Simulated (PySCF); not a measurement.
**The bond of TeH, level by level**

The task here is to estimate one member of a computed series from the others.

Program: PySCF 2.14.0. Level of theory: Te def2-TZVP with ECP28, H def2-TZVP, scalar-relativistic core potentials. These are calculated values, not measurements.

Set-up of the first run:

The job is set up so:

| Quantity | Value |
| --- | --- |
| atoms | Te, H |
| charge | 0 |
| basis | Te def2-TZVP with ECP28, H def2-TZVP |
| Hamiltonian | scalar-relativistic core potentials |
| basis functions | 56 |
| electrons treated | 25 |
| masses in u | 129.9062, 1.0078 |
| levels | PBE0, PBE, r²SCAN, BHandHLYP, BLYP, r²SCANh, CAM-B3LYP, HF, MP2, SCS-MP2, CCSD, CCSD(T) |
| grid | 80 radial by 434 angular points |
| occupations | held fixed by the projection of orbital angular momentum |
| dissociation limit | Te + H, each in its ground configuration |
| starting distance in angstrom | 1.640 |
| values of 2S to try | 1, 3 |

Launch:

```bash
> OMP_NUM_THREADS=1 python dia.py task.json out
```

Among the steps run: Set-up; The PBE0 curve of the state that the search chose; Higher solutions at PBE0; PBE (GGA); r²SCAN; BHandHLYP; BLYP (GGA); r²SCANh; CAM-B3LYP; UHF; MP2 and coupled cluster.

One table of the session follows, with a row left open; its other results are not shown here.

It belongs to the step «The curves together». Energy (eV) from each level's lowest point:

```
R (Å)    UHF  UHF-MP2  UHF-SCS-MP2  UHF-CCSD  UHF-CCSD(T)
1.429  0.616    0.585        0.607       n/a          n/a
1.495  0.267    0.248        0.264     0.276        0.284
1.561  0.074    0.066        0.075     0.083        0.088
1.611  0.010    0.007        0.011     0.015        0.018
1.661  0.000    0.000        0.000     0.000        0.000
1.711      ?        ?            ?         ?            ?
1.777  0.133    0.134        0.124     0.112        0.104
1.860  0.319    0.316        0.301     0.275        0.260
1.960  0.601    0.599        0.580     0.525        0.501
2.093  0.990    1.122        1.129       n/a          n/a
```

**Question.** Estimate the row for R (Å) = 1.711.

Worked estimate for «UHF». A straight line through the neighbours (1.661, 0.000) and (1.777, 0.133) gives 0.000 + (0.133 − 0.000) × (1.711 − 1.661) / (1.777 − 1.661) = 0.057; a parabola fitted to 4 rows on both sides gives 0.038.

As computed: UHF: 0.034; UHF-MP2: 0.036; UHF-SCS-MP2: 0.031; UHF-CCSD: 0.026; UHF-CCSD(T): 0.023. In «UHF» the line misses by +0.023 and the parabola by +0.004.
